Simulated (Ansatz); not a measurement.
# Be27N2: the cost of one run

Method: DFT PBE+D3(BJ), plane waves, PAW, scalar-relativistic, no spin polarisation, in Ansatz 0.2.0.

### 1 Starting point

The cell holds 29 atoms (Be27N2): a = 6.870 Å, b = 6.870 Å, c = 14.588 Å, α = 90.00°, β = 90.00°, γ = 60.00°.

Its coordinates follow in the input file.

### 2 End point A

The input, input.yaml:

```yaml
crystal:
  lattice:
    - [6.87, 0.0, 0.0]
    - [3.435, 5.949595, 0.0]
    - [0.0, 0.0, 14.58843]
  atoms:
    - { symbol: Be, position: [0.0, 0.0, 0.0685475] }
    - { symbol: Be, position: [0.3333333, 0.0, 0.0685475] }
    - { symbol: Be, position: [0.6666667, 0.0, 0.0685475] }
    - { symbol: Be, position: [0.0, 0.3333333, 0.0685475] }
    - { symbol: Be, position: [0.3333333, 0.3333333, 0.0685475] }
    - { symbol: Be, position: [0.6666667, 0.3333333, 0.0685475] }
    - { symbol: Be, position: [0.0, 0.6666667, 0.0685475] }
    - { symbol: Be, position: [0.3333333, 0.6666667, 0.0685475] }
    - { symbol: Be, position: [0.6666667, 0.6666667, 0.0685475] }
    - { symbol: Be, position: [-0.1111111, 0.2222222, 0.1915364] }
    - { symbol: Be, position: [0.2222222, 0.2222222, 0.1915364] }
    - { symbol: Be, position: [0.5555556, 0.2222222, 0.1915364] }
    - { symbol: Be, position: [-0.1111111, 0.5555556, 0.1915364] }
    - { symbol: Be, position: [0.2222222, 0.5555556, 0.1915364] }
    - { symbol: Be, position: [0.5555556, 0.5555556, 0.1915364] }
    - { symbol: Be, position: [-0.1111111, 0.8888889, 0.1915364] }
    - { symbol: Be, position: [0.2222222, 0.8888889, 0.1915364] }
    - { symbol: Be, position: [0.5555556, 0.8888889, 0.1915364] }
    - { symbol: Be, position: [0.0, 0.0, 0.3145253] }
    - { symbol: Be, position: [0.3333333, 0.0, 0.3145253] }
    - { symbol: Be, position: [0.6666667, 0.0, 0.3145253] }
    - { symbol: Be, position: [0.0, 0.3333333, 0.3145253] }
    - { symbol: Be, position: [0.3333333, 0.3333333, 0.3145253] }
    - { symbol: Be, position: [0.6666667, 0.3333333, 0.3145253] }
    - { symbol: Be, position: [0.0, 0.6666667, 0.3145253] }
    - { symbol: Be, position: [0.3333333, 0.6666667, 0.3145253] }
    - { symbol: Be, position: [0.6666667, 0.6666667, 0.3145253] }
    - { symbol: "N", position: [0.5676129, 0.547345, 0.4660152] }
    - { symbol: "N", position: [0.7275188, 0.5614318, 0.4728699] }
basis:
  ecutwfc: 420.0
kpoints:
  mp_grid: { grid: [4, 4, 1] }
hamiltonian:
  xc: pbe
  dispersion: d3bj
scf:
  occupations: { method: gaussian, width: 0.15 }
  lower_state_search: "off"
relax:
  f_tol: 0.03
  max_steps: 60
  adjacent_minimum: "off"
  constraints: [{ sites: [0, 1, 2, 3, 4, 5, 6, 7, 8] }]
output:
  write_density: true
  write_potential: true
  elf: true
  volumetric_format: npy
```

On the command line:

```bash
$ ansatz run input.yaml --threads 2 --pin off --max-ram 5120MiB --backend cpu --events-out ev --progress --plain --runs-dir out
```

**Question.** How long does this run take on 2 threads of Arm Neoverse V1, shared host, and how much memory does it need?

About 3.2 min, with a peak of 0.93 GiB.
